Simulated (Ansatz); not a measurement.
CH₇AlBN, SMILES [BH2][Al]([CH3])[NH2], a geometry optimisation

Run with Ansatz 0.2.0 through its Python package.

The script, `opt.py`:
```python
"""Relax the CH7AlBN molecule."""

import warnings

import ansatz as az
from ase import Atoms
import numpy as np


def main() -> None:
    warnings.simplefilter("ignore", az.DeckWarning)

    atoms = Atoms(["B", "Al", "C", "N", "H", "H", "H", "H", "H", "H", "H"], positions=[
        (-1.1437, 1.544, -0.2944),
        (0.136, 0.0176, -0.152),
        (0.3888, -0.8574, 1.5981),
        (0.9147, -0.7724, -1.7395),
        (-1.4384, 2.042, -1.3827),
        (-1.7064, 2.0397, 0.6628),
        (-0.1768, -1.7712, 1.6759),
        (1.5294, -1.1161, 1.7143),
        (0.1376, -0.1425, 2.4656),
        (0.0268, -0.9903, -2.3299),
        (1.3974, -0.0505, -2.1976),
    ])
    mol = az.Crystal.molecule_from_ase(atoms)

    setup = (
        mol.calculation()
        .basis(gaussian="6-31G*")  # atom-centred Gaussian functions
        .functional("r2scan", dispersion="d3bj")
    )
    symbols = [site.symbol for site in mol.cartesian_sites]
    start = np.array([site.position_ang for site in mol.cartesian_sites], dtype=float)
    summary = setup.relax(force_tolerance=0.02).run(threads=1, backend="cpu").report
    end = np.array(summary["positions_ang"])

    print("reference energy %16.6f eV" % summary["reference_energy_ev"])
    print("total energy     %16.6f eV" % summary["free_energy_ev"])
    print("occupied (up, down):", summary["n_occupied"], " virtual:", summary["n_virtual"], " frozen:", summary["n_frozen"])

    print("bond        before    after (A)")
    for i, j in [(0, 1), (0, 4), (0, 5), (1, 2), (1, 3), (2, 6), (2, 7), (2, 8), (3, 9), (3, 10)]:
        d0, d1 = (np.linalg.norm(xyz[i] - xyz[j]) for xyz in (start, end))
        print(f"{symbols[i]}{i}-{symbols[j]}{j}".ljust(10), f"{d0:8.4f} {d1:8.4f}")

    charges = summary["charge_distribution"]
    dipole = np.array(charges["dipole_moment_e_ang"]) * 4.803205
    print("dipole (D): {:.3f} {:.3f} {:.3f}, length {:.3f}".format(*dipole, np.linalg.norm(dipole)))
    print("atom  Mulliken   Lowdin")
    for symbol, m, l in zip(symbols, charges["mulliken_charges_e"], charges["lowdin_charges_e"]):
        print(f"{symbol:4s} {m:9.3f} {l:8.3f}")


if __name__ == "__main__":
    main()
```

```console
$ python opt.py
reference energy     -9910.614764 eV
total energy         -9910.665748 eV
occupied (up, down): [19, 19]  virtual: [59, 59]  frozen: 0
bond        before    after (A)
B0-Al1       1.9969   2.1358
B0-H4        1.2326   1.2042
B0-H5        1.2160   1.2044
Al1-C2       1.9729   1.9693
Al1-N3       1.9367   1.7893
C2-H6        1.0775   1.0993
C2-H7        1.1753   1.0984
C2-H8        1.1518   1.0990
N3-H9        1.0883   1.0126
N3-H10       0.9818   1.0136
dipole (D): 0.669 -0.453 -0.658, length 1.042
atom  Mulliken   Lowdin
B       -0.167   -0.138
Al       0.684    0.109
C       -0.826   -0.522
N       -0.951   -0.452
H        0.012    0.043
H        0.012    0.043
H        0.187    0.149
H        0.184    0.147
H        0.187    0.148
H        0.339    0.237
H        0.340    0.238
```

Notes:
- Total energies depend on the basis set; only differences at equal settings carry meaning.
- The end point is the stationary point reached from this start; no frequency run checks that it is a minimum, and the basis set is modest.
- The Löwdin charges here are taken after orthogonalising the functions within each atom; they differ from plain Löwdin charges, and their signs can be unphysical.
- Total less reference energy is the dispersion correction.
- A dispersion term here runs with damping parameters fitted for another variant or functional.
- The script silences the warnings on its input, which a real study should read.
- It ran for 3.2 min on 1 thread of Arm Neoverse V1, with other jobs on the host, peak memory 0.24 GiB.

(Lines on the test bed's own set-up are left out of the output.)
